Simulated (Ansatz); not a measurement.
# HfCl4: the cost of one run

Method: DFT PBE+D3(BJ), scalar-relativistic, plane waves, PAW, in Ansatz 0.2.0.

## Step 1: Starting point

Bond lengths: Hf1–Cl2 2.303 Å, Hf1–Cl3 2.317 Å, Hf1–Cl4 2.352 Å, Hf1–Cl5 2.340 Å. Angles: Cl2–Hf1–Cl3 109.9°, Cl2–Hf1–Cl4 108.6°, Cl2–Hf1–Cl5 109.5°, Cl3–Hf1–Cl4 109.8°, Cl3–Hf1–Cl5 109.8°, Cl4–Hf1–Cl5 109.2°.

Structure file:

```xyz
5

Hf    7.0091    7.2404    7.4994
Cl    8.3216    8.5946    8.8211
Cl    8.3498    5.8994    6.1684
Cl    5.6509    8.6006    6.1446
Cl    5.6502    5.9032    8.8554
```

## Step 2: Relaxing the molecule

input.yaml

```yaml
crystal:
  lattice:
    - [14.0, 0.0, 0.0]
    - [0.0, 14.5, 0.0]
    - [0.0, 0.0, 15.0]
  atoms:
    - { symbol: Hf, position: [0.5006522486, 0.499336409, 0.4999566759] }
    - { symbol: Cl, position: [0.5944007832, 0.5927311859, 0.5880712729] }
    - { symbol: Cl, position: [0.5964134835, 0.4068572966, 0.4112246415] }
    - { symbol: Cl, position: [0.4036386928, 0.5931427034, 0.4096385216] }
    - { symbol: Cl, position: [0.4035865165, 0.4071174018, 0.5903614784] }
  symmetry: { detect: false }
basis:
  ecutwfc: 420
kpoints:
  mp_grid: { grid: [1, 1, 1] }
hamiltonian:
  xc: pbe
  dispersion: d3bj
scf:
  occupations: { method: gaussian, width: 0.005 }
output:
  forces: true
  eigenvalues: true
relax:
  adjacent_minimum: "off"
  f_tol: 0.01
  max_steps: 120
```

Started as:

```sh
$ ansatz run input.yaml --threads 4 --pin off --max-ram 11264MiB --backend cpu --events-out ev --progress --plain --runs-dir out
```

Q: Estimate wall time and peak memory on 4 threads of Arm Neoverse V1, shared host.

About 11 s, with a peak of 1.4 GiB.
